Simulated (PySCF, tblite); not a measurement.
**C7H9Si radical: geometry, infrared bands and EPR parameters**

What infrared bands and EPR parameters should C7H9Si radical (`[SiH3]Cc1cc[c]cc1`) show?

Programs: tblite 0.8.0 and PySCF 2.14.0, with density-fitted response routines of our own. Each step states its level of theory. These are calculated values for one molecule in the gas phase, unless marked as measured. Atoms count from 0, in the outputs and in this text.

## (1) The molecule as given

17 atoms, charge 0, multiplicity 2; geometry from: force field or distance geometry start.

Bonds of the start (Å): Si0–C1 1.88, C1–C2 1.50, C2–C3 1.41, C3–C4 1.40, C4–C5 1.39, C5–C6 1.39, C6–C7 1.40, C7–C2 1.40, Si0–H8 1.48, Si0–H9 1.49, Si0–H10 1.49, C1–H11 1.09, C1–H12 1.09, C3–H13 1.08, C4–H14 1.09, C6–H15 1.09, C7–H16 1.09.

## (2) Optimising the geometry with GFN2-xTB

The job: settings as JSON, then the geometry in Å.

```
{"job": {"kind": "relax", "xc": "GFN2-xTB", "basis": "xTB"}, "charge": 0, "multiplicity": 2}
Si     2.581100    -0.084300     0.489200
C      1.173900     0.118600    -0.747900
C     -0.213000     0.050400    -0.168000
C     -0.862200     1.228200     0.265600
C     -2.150300     1.158500     0.816700
C     -2.813600    -0.062100     0.903600
C     -2.183600    -1.222800     0.465600
C     -0.890400    -1.167000    -0.062400
H      3.882900    -0.003300    -0.214900
H      2.498100    -1.403800     1.172800
H      2.534700     0.997500     1.508900
H      1.299300     1.064500    -1.265300
H      1.272500    -0.655700    -1.502600
H     -0.357400     2.183900     0.204400
H     -2.646700     2.072600     1.155200
H     -2.708600    -2.173900     0.561600
H     -0.423600    -2.089300    -0.399000
```

Command:

```bash
$ OMP_NUM_THREADS=1 python probes_run.py task.json out
```

This one command runs all jobs of the session in turn.

Log:

```text
step      E/eV     max force
  0    -576.47393    2.169
  1    -576.56104    0.685
  2    -576.58518    0.335
  3    -576.59082    0.173
  4    -576.59282    0.145
  5    -576.59472    0.128
  6    -576.59631    0.128
  7    -576.59813    0.119
  8    -576.60016    0.121
  9    -576.60161    0.084
 10    -576.60236    0.068
 11    -576.60291    0.057
 12    -576.60352    0.074
 13    -576.60411    0.066
 14    -576.60458    0.051
 15    -576.60500    0.052
 16    -576.60551    0.067
 17    -576.60613    0.073
 18    -576.60671    0.054
 19    -576.60717    0.053
 20    -576.60758    0.051
 21    -576.60805    0.061
 22    -576.60858    0.062
 23    -576.60912    0.056
 24    -576.60969    0.060
 25    -576.61036    0.067
 26    -576.61110    0.088
 27    -576.61175    0.071
 28    -576.61220    0.044
 29    -576.61250    0.041
 30    -576.61274    0.036
 31    -576.61297    0.038
 32    -576.61320    0.036
 33    -576.61344    0.047
 34    -576.61365    0.039
 35    -576.61382    0.031
 36    -576.61395    0.028
 37    -576.61408    0.027
 38    -576.61420    0.025
 39    -576.61428    0.019
 40    -576.61432    0.013
 41    -576.61435    0.015
 42    -576.61439    0.015
 43    -576.61442    0.013
 44    -576.61444    0.013
 45    -576.61446    0.013
 46    -576.61449    0.014
 47    -576.61450    0.010
```

It took 0.27 s on 1 thread of Arm Neoverse V2, shared host.

Relaxation path: (not every step is listed)

| step | energy from step 0 (eV) | largest force (eV/Å) |
| --- | --- | --- |
| 0 | 0.0000 | 2.1694 |
| 1 | -0.0871 | 0.6846 |
| 2 | -0.1113 | 0.3351 |
| 3 | -0.1169 | 0.1729 |
| 4 | -0.1189 | 0.1447 |
| 5 | -0.1208 | 0.1281 |
| 6 | -0.1224 | 0.1277 |
| 7 | -0.1242 | 0.1189 |
| 8 | -0.1262 | 0.1213 |
| 11 | -0.1290 | 0.0575 |
| 14 | -0.1307 | 0.0510 |
| 17 | -0.1322 | 0.0727 |
| 20 | -0.1336 | 0.0510 |
| 23 | -0.1352 | 0.0560 |
| 26 | -0.1372 | 0.0876 |
| 29 | -0.1386 | 0.0412 |
| 32 | -0.1393 | 0.0365 |
| 35 | -0.1399 | 0.0310 |
| 38 | -0.1403 | 0.0246 |
| 41 | -0.1404 | 0.0151 |
| 42 | -0.1405 | 0.0151 |
| 43 | -0.1405 | 0.0135 |
| 44 | -0.1405 | 0.0133 |
| 45 | -0.1405 | 0.0128 |
| 46 | -0.1406 | 0.0139 |
| 47 | -0.1406 | 0.0102 |

Close pairs (by a distance rule), those that changed most:

| bond | before (Å) | after (Å) | change (Å) |
| --- | --- | --- | --- |
| C4–C5 | 1.392 | 1.363 | -0.028 |
| C5–C6 | 1.391 | 1.363 | -0.028 |
| Si0–C1 | 1.885 | 1.911 | +0.026 |
| Si0–H9 | 1.488 | 1.463 | -0.026 |
| Si0–H10 | 1.487 | 1.463 | -0.024 |
| C2–C3 | 1.413 | 1.389 | -0.024 |
| Si0–H8 | 1.482 | 1.464 | -0.018 |
| C4–H14 | 1.094 | 1.080 | -0.014 |

The next job starts from the end point, and lists it.

## (3) Infrared spectrum with GFN2-xTB

The job: settings as JSON, then the geometry in Å.

```
{"job": {"kind": "ir", "xc": "GFN2-xTB", "basis": "xTB"}, "charge": 0, "multiplicity": 2}
Si     2.491828    -0.086186     0.529727
C      1.155667     0.125832    -0.819653
C     -0.210290     0.061140    -0.215659
C     -0.826475     1.214861     0.253114
C     -2.085548     1.157923     0.845101
C     -2.676790    -0.066209     0.949151
C     -2.121522    -1.230812     0.508329
C     -0.861933    -1.158594    -0.080929
H      3.808518    -0.017217    -0.106863
H      2.310869    -1.385517     1.176798
H      2.348071     0.987111     1.513276
H      1.295652     1.083065    -1.323422
H      1.268040    -0.657152    -1.570598
H     -0.327937     2.169793     0.156622
H     -2.560466     2.059258     1.202605
H     -2.623767    -2.181651     0.605549
H     -0.390916    -2.063616    -0.439778
```

Log:

```text
mode    cm-1     km/mol
  1      44.7      0.05
  2      97.1      0.04
  3     104.5      0.03
  4     242.6      0.45
  5     332.8      0.05
  6     334.9      0.73
  7     447.0      9.57
  8     473.6     20.85
  9     507.2     30.10
 10     563.8      0.35
 11     566.1     15.24
 12     633.4      2.28
 13     719.0      6.79
 14     770.0     65.02
 15     773.9     36.98
 16     784.5    241.14
 17     791.5    422.40
 18     799.7    142.92
 19     807.6     11.18
 20     827.3      3.02
 21     886.8      0.36
 22     899.0      0.01
 23     971.5      1.10
 24    1086.9      2.36
 25    1089.9      9.19
 26    1124.3      0.18
 27    1173.6      3.04
 28    1204.8     30.97
 29    1228.7     51.14
 30    1245.2      1.96
 31    1274.7      0.03
 32    1402.1      0.21
 33    1435.4      1.57
 34    1471.7      1.81
 35    1538.2     10.73
 36    1602.6      1.69
 37    2262.0    369.88
 38    2273.1    355.89
 39    2276.0    156.46
 40    2976.9     30.74
 41    2986.7     31.33
 42    3054.6     35.26
 43    3055.3     26.11
 44    3073.9     67.44
 45    3075.4     10.21
```

It took 0.51 s on 1 thread of Arm Neoverse V2, shared host.

The strongest bands and the atoms that carry them (share of the mass-weighted mode):

| cm⁻¹ | km/mol | atoms |
| --- | --- | --- |
| 770 | 65.0 | H8 44 %, H10 20 %, H9 19 % |
| 784 | 241.1 | H9 39 %, H10 39 %, H8 15 % |
| 792 | 422.4 | H9 21 %, H10 21 %, H8 17 %, Si0 14 % |
| 800 | 142.9 | C1 25 %, H11 22 %, H12 22 %, H8 14 % |
| 2262 | 369.9 | H8 96 % |
| 2273 | 355.9 | H10 65 %, H9 31 % |
| 2276 | 156.5 | H9 65 %, H10 32 % |
| 3074 | 67.4 | H15 47 %, H14 40 % |

## (4) g tensor and hyperfine couplings: B3LYP/pcH-1

Settings changed since step 3:

```diff
@@ -1,2 +1,2 @@
-{"job": {"kind": "ir", "xc": "GFN2-xTB", "basis": "xTB"}, "charge": 0, "multiplicity": 2}
+{"job": {"kind": "epr", "basis": "pcH-1"}, "charge": 0, "multiplicity": 2}
 Si     2.491828    -0.086186     0.529727
```

Method: UKS B3LYP, pcH-1 on C H Si, non-relativistic, mean-field spin-orbit, GIAO.

Log:

```text
UKS, coarse grid
  cycle   1  E = -561.54962875  |g| = 3.13e-01
  cycle   2  E = -561.54405631  |g| = 3.28e-01
  cycle   3  E = -561.59905909  |g| = 5.44e-02
  cycle   4  E = -561.59960520  |g| = 4.63e-02
  cycle   5  E = -561.60085327  |g| = 6.26e-03
  cycle   6  E = -561.60088283  |g| = 3.39e-03
  cycle   7  E = -561.60089327  |g| = 1.55e-03
  cycle   8  E = -561.60089904  |g| = 6.23e-04
UKS, final grid
  cycle   1  E = -561.60088839  |g| = 5.49e-04
  cycle   2  E = -561.60088872  |g| = 6.88e-04
  cycle   3  E = -561.60088902  |g| = 2.21e-04
  cycle   4  E = -561.60088920  |g| = 2.48e-04
  cycle   5  E = -561.60088928  |g| = 3.78e-05
  cycle   6  E = -561.60088928  |g| = 9.72e-06
E = -561.60088928 Eh   <S^2> = 0.7570 (exact 0.7500)
g shifts (ppm)      1          2          3
  rmc          -162       -162       -162
  gc             30         10        -48
  oz_so        -639        -17        937
  total        -771       -169        727
hyperfine (MHz)  atom isotope    a_iso     a_fc   dipolar eigenvalues
    0  29Si       4.39       4.39     -0.45     -0.18      0.63
    1   13C       5.00       5.00     -0.48     -0.13      0.61
    2   13C      -7.29      -7.29     -6.37      2.28      4.09
    3   13C      49.77      49.78     -6.28     -2.06      8.34
    4   13C      15.90      15.91    -13.89     -2.36     16.26
    5   13C     405.55     405.67    -78.93    -62.08    141.00
    6   13C      15.90      15.91    -13.90     -2.36     16.26
    7   13C      49.81      49.82     -6.28     -2.05      8.33
    8    1H      -0.92      -0.92     -0.26     -0.21      0.47
    9    1H       0.16       0.16     -0.58     -0.43      1.02
   10    1H       0.16       0.16     -0.58     -0.43      1.02
   11    1H      -1.70      -1.70     -0.78     -0.57      1.35
   12    1H      -1.71      -1.71     -0.78     -0.57      1.35
   13    1H      14.08      14.08     -3.08     -2.25      5.33
   14    1H      55.71      55.71     -6.91     -5.70     12.61
   15    1H      55.66      55.66     -6.91     -5.70     12.61
   16    1H      14.12      14.12     -3.08     -2.25      5.33
```

Wall time 86 s (1 thread of Arm Neoverse V2, shared host); peak memory 0.97 GiB.

Principal g values 2.00155, 2.00215, 2.00305; g(iso) = 2.00225, against 2.00232 for a free electron.

Hyperfine couplings; where a row names several nuclei, a(iso) is their mean (it holds for fast rotation or exchange) and the dipolar term the largest among them:

| nuclei | isotope | a(iso) (MHz) | a(iso) (G, at g = 2.0023) | largest dipolar term (MHz) |
| --- | --- | --- | --- | --- |
| C5 | 13C | 405.5 | 144.7 | 141.0 |
| H14, H15 | 1H | 55.7 | 19.9 | 12.6 |
| C3, C7 | 13C | 49.8 | 17.8 | 8.3 |
| C4, C6 | 13C | 15.9 | 5.7 | 16.3 |
| H13, H16 | 1H | 14.1 | 5.0 | 5.3 |
| C2 | 13C | -7.3 | -2.6 | -6.4 |
| C1 | 13C | 5.0 | 1.8 | 0.6 |
| Si0 | 29Si | 4.4 | 1.6 | 0.6 |
| H11, H12 | 1H | -1.7 | -0.6 | 1.3 |
| H8, H9, H10 | 1H | -0.2 | -0.1 | 1.0 |

Mulliken spin populations:

Si0 0.00; C1 0.00; C2 -0.04; C3 0.06; C4 -0.07; C5 1.01; C6 -0.07; C7 0.06; H8 0.00; H9 0.00; H10 0.00; H11 0.00; H12 0.00; H13 0.01; H14 0.02; H15 0.02; H16 0.01

In first order the couplings over 0.8 MHz of 1H give 27 distinct lines over 51.0 G, if the averaged nuclei exchange fast.

The fields below are evaluated on a grid from the run's orbitals.

ELF in a plane through or near 7 of the atoms.

Ten even steps from '0' (0.00) to '9' (1.00):
```
0000000000000000000000000000
0000000000000000000000000000
0000000000000000000000000000
0000000000000000004772000000
0000000000000341009999000000
0000000134000363029999000000
0000000277300255558983000000
0002332378400256871530000000
0017997334410266666864420000
0059999176221452027259861000
0059999176221452016359862000
0027997323410366667865530000
0002442378400266872530000000
0000000378300255667972000000
0000000145000363129999000000
0000000011000351019999000000
0000000000000010004873000000
0000000000000000000100000000
0000000000000000000000000000
0000000000000000000000000000
```
The map spans 12.8 Å across and 9.5 Å up, centred on the molecule. Atoms in the plane (x, y in Å): Si0 (-2.4, 0.0), C4 (2.1, 1.2), C5 (2.8, 0.0), C6 (2.1, -1.2), H8 (-3.8, 0.0), H14 (2.7, 2.1), H15 (2.7, -2.1).

On the surface of density 0.002 e/bohr³ the electrostatic potential runs, from the 1st to the 99th percentile, from -0.62 V near C5 to 1.00 V near H8.

The spin density lies nearest to C5 74 %.

## (5) Outcome

```
                                 quantity                 value
strongest single infrared mode (GFN2-xTB)  792 cm⁻¹, 422 km/mol
             zero-point energy (GFN2-xTB)         79.0 kcal/mol
                           g(iso) (B3LYP)               2.00225
                                     ⟨S²⟩    0.757 (exact 0.75)
       largest a(iso) (averaged by class)  13C on C5, 405.5 MHz
    surface potential, 1st and 99th percentile    -0.62 V and 1.00 V
```

In words: Relaxing lowered the energy by 0.141 eV in 47 steps; the close pair that moved most is C4–C5, from 1.392 to 1.363 Å. All 45 modes are real, so the xTB geometry is a minimum. The strongest single mode, at 792 cm⁻¹, is spread over several atoms, H9, H10, H8, Si0 among them. GFN2-xTB is a fitted tight-binding method: band positions and strengths are rough. Its intensities can rank the bands wrongly. Most of the unpaired spin sits on C5 (1.01 e). The isotropic g lies 0.1 ppt below the free-electron value.
